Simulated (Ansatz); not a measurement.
# BH7NSi2 radical: one species, many methods

An exercise on one series of results from a longer session: the logs are not shown, and one member is left open.

The runs use Ansatz 0.2.0, Gaussian basis; functionals in def2-TZVPP, the program's frozen cores in correlated methods.

Plan: LDA (SPW92), PBE-D4, revPBE-D4, BLYP-D4, r2SCAN-D4, B97M-V, PBE0-D4, B3LYP-D4, r2SCANh-D4, r2SCAN0-D4, HSE06-D4, BHLYP-D4, CAM-B3LYP-D4, LC-ωPBE, ωB97X-V, ωB97M-V, B2PLYP, PBE-QIDH; CCSD(T)/def2-SVP; CCSD(T)/def2-TZVPP; MP2/def2-QZVPP; extrapolation to the limit; RPA on PBE.

## The relaxed structure

An earlier PBE0-D4 in a triple-zeta def2 set relaxation fixed the geometry.

SMILES `BN([SiH2])[SiH3]`, 11 atoms, charge 0, spin multiplicity 2.

Atoms are counted from 1 here; the program's logs count them from 0.

Bond lengths: B1–N2 1.412 Å, B1–H5 1.200 Å, B1–H6 1.198 Å, N2–Si3 1.754 Å, N2–Si4 1.757 Å, Si3–H7 1.492 Å, Si3–H8 1.488 Å, Si4–H9 1.486 Å, Si4–H10 1.481 Å, Si4–H11 1.485 Å. Angles: N2–B1–H5 119.3°, N2–B1–H6 120.0°, H5–B1–H6 120.7°, B1–N2–Si3 119.2°, B1–N2–Si4 121.4°, Si3–N2–Si4 119.4°, N2–Si3–H7 107.8°, N2–Si3–H8 109.9°, H7–Si3–H8 111.2°, N2–Si4–H9 108.7°, N2–Si4–H10 109.0°, N2–Si4–H11 110.2°, H9–Si4–H10 110.3°, H9–Si4–H11 108.4°, H10–Si4–H11 110.3°.

Set-up of the first run:

The input, in.yaml:

```yaml
crystal:
  periodic: [false, false, false]
  atoms:
    - {symbol: B, position_ang: [-0.028191, 1.551108, 0.489800]}
    - {symbol: N, position_ang: [-0.172723, 0.222919, 0.031478]}
    - {symbol: Si, position_ang: [-1.324001, -0.121980, -1.245639]}
    - {symbol: Si, position_ang: [0.757490, -1.092371, 0.732580]}
    - {symbol: H, position_ang: [-0.686323, 2.420585, -0.011274]}
    - {symbol: H, position_ang: [0.746128, 1.800058, 1.369802]}
    - {symbol: H, position_ang: [-0.932219, -1.417380, -1.874303]}
    - {symbol: H, position_ang: [-1.320119, 0.981763, -2.243039]}
    - {symbol: H, position_ang: [-0.143509, -2.256808, 0.934713]}
    - {symbol: H, position_ang: [1.321095, -0.646970, 2.027313]}
    - {symbol: H, position_ang: [1.847874, -1.497725, -0.190932]}
basis:
  gaussian: {orbitals: def2-TZVPP}
magnetization: {spin_polarized: true, initial_magnetization: 1}
hamiltonian: {xc: lda}
output: {orbitals: {seedname: orbitals}}
```

Run with:

```sh
ansatz run in.yaml --threads 4 --pin off --events-out ev --progress --plain --max-ram 10444MiB
```

Among the steps run: LDA; PBE-D4 (GGA); revPBE-D4 (GGA); BLYP-D4 (GGA); r2SCAN-D4 (meta-GGA); B97M-V (meta-GGA); B3LYP-D4 (hybrid); r2SCANh-D4 (hybrid); r2SCAN0-D4 (hybrid); HSE06-D4 (hybrid); BHLYP-D4 (hybrid); CAM-B3LYP-D4 (range-separated); LC-ωPBE (range-separated); ωB97X-V (range-separated); ωB97M-V (range-separated); B2PLYP (double hybrid); PBE-QIDH (double hybrid).

One of the session's tables, all rows but one given; the rest of the session is left out.

It belongs to the step «Frontier levels by functional». 

```
  functional  HOMO (eV)  LUMO (eV)  gap (eV)
 LDA (SPW92)      -5.01      -3.84      1.16
      PBE-D4      -5.04      -3.39      1.64
   revPBE-D4      -5.02      -3.24      1.78
     BLYP-D4      -4.81      -3.41      1.40
   r2SCAN-D4          ?          ?         ?
      B97M-V      -5.12      -3.63      1.49
     PBE0-D4      -6.09      -2.43      3.67
    B3LYP-D4      -5.81      -2.83      2.98
  r2SCANh-D4      -5.73      -2.60      3.13
  r2SCAN0-D4      -6.32      -2.14      4.18
    HSE06-D4      -5.70      -2.81      2.89
    BHLYP-D4      -6.97      -1.60      5.37
CAM-B3LYP-D4      -7.27      -1.54      5.73
     LC-ωPBE      -8.71      -0.11      8.60
     ωB97X-V      -8.20      -0.67      7.53
     ωB97M-V      -7.86      -0.84      7.02
```

**Question.** Estimate the row for r2SCAN-D4.

Worked estimate for «HOMO (eV)». Against the share of exact exchange, r2SCANh-D4 (0.1, -5.73), r2SCAN0-D4 (0.25, -6.32) give a slope of -3.93 per unit share; at 0 the line stands at -5.34.

**Answer.** HOMO (eV): -5.34; LUMO (eV): -2.91; gap (eV): 2.43. In «HOMO (eV)» the line misses by 0.00.
